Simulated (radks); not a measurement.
# Ba⁺ in [Xe] 6s1: an all-electron calculation

One table from this session's results is given with a row withheld; the runs are named, their logs left out.

Program: radks (a radial shooting solver on a logarithmic mesh, Libxc functionals) version 1. Level of theory: scalar-relativistic Kohn-Sham, BLYP, spin-unpolarised, spherical densities, finite nucleus. These are calculated values, not measurements, unless marked.

## What is computed

```
element            : barium (Z = 56)
charge             : +1
electrons          : 55
configuration      : [Xe] 6s1
nuclear rms radius : 4.8378 fm
```

The outer shells:

Ba⁺
```
[Xe] core
6s [↑ ]
```

Set-up of the first run:

Input:

```text
Z 56
configuration [Xe] 6s1 5d0 6p0
relativity scalar-relativistic
functional b88,lyp
spin unpolarised
nucleus finite rms 4.8378 fm
c 137.035999084
```

Command:

```sh
python run_ks.py task.json out
```

This one command runs every case of the session in turn.

Among the steps run: Self-consistent calculation.

One of the session's tables, all rows but one given; the rest of the session is left out.

It belongs to the step «Shells». Sizes of the orbitals, from the radial functions (bohr):

```
level      <r>  outermost maximum (interpolated)  90 % within  nodes
   1s  0.02558                            0.0164       0.0461      0
   2s   0.1098                            0.0929        0.170      1
   2p  0.09618                            0.0746        0.157      0
   3s   0.2920                             0.266        0.429      2
   3p   0.2900                             0.261        0.435      1
   3d   0.2666                             0.215        0.417      0
   4s        ?                                 ?            ?      ?
   4p   0.7156                             0.653         1.04      2
   4d   0.8006                             0.695         1.21      1
   5s    1.635                              1.47         2.36      4
   5p    1.915                              1.67         2.80      3
   6s    4.307                              3.83         6.21      5
   5d    3.129                              2.43         4.88      2
   6p    5.402                              4.80         7.81      4
```

Estimate the missing values for 4s.

The run gave: <r>: 0.6739; outermost maximum (interpolated): 0.625; 90 % within: 0.969; nodes: 3. In the column «<r>» it lies between 3s (0.2920) and 4p (0.7156).

To keep in mind: Spin polarisation and multiplet splitting are left out.
